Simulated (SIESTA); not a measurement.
# SiNi2 (P6_3/mmc) in SIESTA: runs at scaled volumes, part 2 of 2

SIESTA 5.4.2. The steps go on from the part before.

### 4 Single point, PBEsol, collinear spin, ferromagnetic start, 10.30 Å³/atom

The input, SiNi2.fdf:

```
SystemName                      SiNi2
SystemLabel                     SiNi2
NumberOfSpecies                 2
NumberOfAtoms                   6
%block ChemicalSpeciesLabel
  1  28 Ni
  2  14 Si
%endblock ChemicalSpeciesLabel

LatticeConstant                 1.0 Ang
%block LatticeVectors
     3.8102542578     0.0000000000     0.0000000000
    -1.9051271289     3.2997769821     0.0000000000
     0.0000000000     0.0000000000     4.9147909457
%endblock LatticeVectors
AtomicCoordinatesFormat         Fractional
%block AtomicCoordinatesAndAtomicSpecies
     0.6666666667     0.3333333333     0.7500000000  1  Ni
     0.3333333333     0.6666666667     0.2500000000  1  Ni
     0.0000000000     0.0000000000     0.5000000000  1  Ni
     0.0000000000     0.0000000000     0.0000000000  1  Ni
     0.6666666667     0.3333333333     0.2500000000  2  Si
     0.3333333333     0.6666666667     0.7500000000  2  Si
%endblock AtomicCoordinatesAndAtomicSpecies

%block kgrid.MonkhorstPack
    8   0   0  0.0
    0   8   0  0.0
    0   0   6  0.0
%endblock kgrid.MonkhorstPack
XC.Functional                   GGA
XC.Authors                      PBEsol
PAO.BasisSize                   DZP
PAO.EnergyShift                 0.003 Ry
Mesh.Cutoff                     800 Ry
Spin                            polarized
%block DM.InitSpin
    1   1.000
    2   1.000
    3   1.000
    4   1.000
    5   0.000
    6   0.000
%endblock DM.InitSpin
OccupationFunction              FD
ElectronicTemperature           0.05 eV
MaxSCFIterations                200
SCF.MustConverge                false
SCF.Mixer.Method                Pulay
SCF.Mixer.Weight                0.1
SCF.Mixer.History               10
SCF.DM.Tolerance                5.0e-05
SCF.H.Tolerance                 1.0e-03 eV
WriteForces                     true
Charge.Mulliken                 end
%block PAO.Basis
  Ni 5
  n=3 0 2
    2.437 0.000
  n=4 0 2
    7.067 0.000
  n=3 1 2
    2.721 0.000
  n=4 1 1
    7.067
  n=3 2 2
    4.466 0.000
%endblock PAO.Basis
```

Potentials or basis: PseudoDojo 0.4 standard (PBEsol files), DZP (energy shift 0.003 Ry; two zetas on semicore shells).

Command:

```sh
siesta SiNi2.fdf > SiNi2.out 2>&1
```

SiNi2.out:

```text
Version         : 5.4.2

[... 6 lines left out ...]
 NOTE: Please see the manual for full details and compatibility measures.

reinit: Reading from file SiNi2.fdf

reinit: -----------------------------------------------------------------------
reinit: System Name: SiNi2
reinit: -----------------------------------------------------------------------
reinit: System Label: SiNi2
reinit: -----------------------------------------------------------------------

NOTE on units for spin output:
{S} is the spin magnetic moment, in units of the Bohr magneton,
assuming a g-factor for the electron spin of exactly 2.
The spin magnetic moment is then numerically equal to the charge inbalance,
in units of electrons, between the spin-up and -down channels.

initatom: Reading input for the pseudopotentials and atomic orbitals ----------
Species number:   1 Atomic number:   28 Label: Ni
Species number:   2 Atomic number:   14 Label: Si

Ground state valence configuration (from tables):   4s02  4p00  3d08  4f00
Ground state valence configuration (from tables):   3s02  3p02  3d00  4f00

---- Processing specs for species: Ni
Reading pseudopotential information in PSML from:
  Ni.psml
PSML file version: 1.1
Using libxc ids:  116 133
GGA--PBEsol XC_GGA_X_PBE_SOL--XC_GGA_C_PBE_SOL ps
Semicore shell(s) with  8 electrons included in the valence for Ni

---- Processing specs for species: Si
Reading pseudopotential information in PSML from:
  Si.psml
PSML file version: 1.1
Using libxc ids:  116 133
GGA--PBEsol XC_GGA_X_PBE_SOL--XC_GGA_C_PBE_SOL ps

---- Pseudopotential check for Ni

Pseudized shells:
3s( 2.00) rc: 1.25
[... 700 lines left out ...]
   2  8.594   0.963   0.014  -0.397   0.185   0.992   0.992   0.992   0.013
              0.014   0.013   0.153   0.149   0.153   0.977   1.024   0.942
[... 5 lines left out ...]
              0.954   0.986  -0.111  -0.102  -0.123  -0.102  -0.111
   4  8.882   0.957   0.014   0.095  -0.020   0.990   0.990   0.990   0.016
              0.015   0.016   0.163   0.161   0.163   0.986   0.954   1.003

              0.954   0.986  -0.111  -0.102  -0.123  -0.102  -0.111

Species: Si
Atom  Qatom  Qorb
               3s      3s      3py     3pz     3px     3py     3pz     3px
               3Pdxy   3Pdyz   3Pdz2   3Pdxz   3Pdx2-y2
   5  2.524   0.317   0.186   0.570   0.435   0.570  -0.006   0.026  -0.006
              0.089   0.086   0.081   0.086   0.089
   6  2.524   0.317   0.186   0.570   0.435   0.570  -0.006   0.026  -0.006
              0.089   0.086   0.081   0.086   0.089

mulliken: Qtot =       40.000

mulliken: Spin DOWN

Species: Ni
Atom  Qatom  Qorb
               3s      3s      4s      4s      3py     3pz     3px     3py
               3pz     3px     4py     4pz     4px     3dxy    3dyz    3dz2
               3dxz    3dx2-y2 3dxy    3dyz    3dz2    3dxz    3dx2-y2
   1  8.594   0.963   0.014  -0.397   0.185   0.992   0.992   0.992   0.013
              0.014   0.013   0.153   0.149   0.153   0.977   1.024   0.942

              1.024   0.977  -0.118  -0.129  -0.093  -0.129  -0.118
   2  8.594   0.963   0.014  -0.397   0.185   0.992   0.992   0.992   0.013
              0.014   0.013   0.153   0.149   0.153   0.977   1.024   0.942
[... 5 lines left out ...]
              0.954   0.986  -0.111  -0.102  -0.123  -0.102  -0.111
   4  8.882   0.957   0.014   0.095  -0.020   0.990   0.990   0.990   0.016
              0.015   0.016   0.163   0.161   0.163   0.986   0.954   1.003

              0.954   0.986  -0.111  -0.102  -0.123  -0.102  -0.111

Species: Si
Atom  Qatom  Qorb
               3s      3s      3py     3pz     3px     3py     3pz     3px
               3Pdxy   3Pdyz   3Pdz2   3Pdxz   3Pdx2-y2
   5  2.524   0.317   0.186   0.570   0.435   0.570  -0.006   0.026  -0.006
              0.089   0.086   0.081   0.086   0.089
   6  2.524   0.317   0.186   0.570   0.435   0.570  -0.006   0.026  -0.006
              0.089   0.086   0.081   0.086   0.089

mulliken: Qtot =       40.000

Mulliken Atomic Populations:
Atom #   charge [q] valence [e]      Sz [e]  Species
     1     0.811602   17.188398    0.000005  Ni
     2     0.811602   17.188398    0.000005  Ni
     3     0.236252   17.763748   -0.000007  Ni
     4     0.236252   17.763748   -0.000007  Ni
     5    -1.047855    5.047855   -0.000015  Si
     6    -1.047855    5.047855   -0.000015  Si
 Total     0.000000               -0.000035

Job completed
```

Wall time 6.7 min (1 thread of Intel Xeon 6975P-C (Granite Rapids), shared host); peak memory 0.59 GiB.

What came out:

```
Free energy            : -18480.0395 eV
Pressure               : 8.9 GPa
Band gap on the k mesh : none (metal or under the smearing width)
Net moment             : 0.00 μB per cell
```

Caveat: short orbitals over semicore shells can move pressures by several GPa; the basis of atomic orbitals isn't converged, which shifts pressures, moduli and gaps.
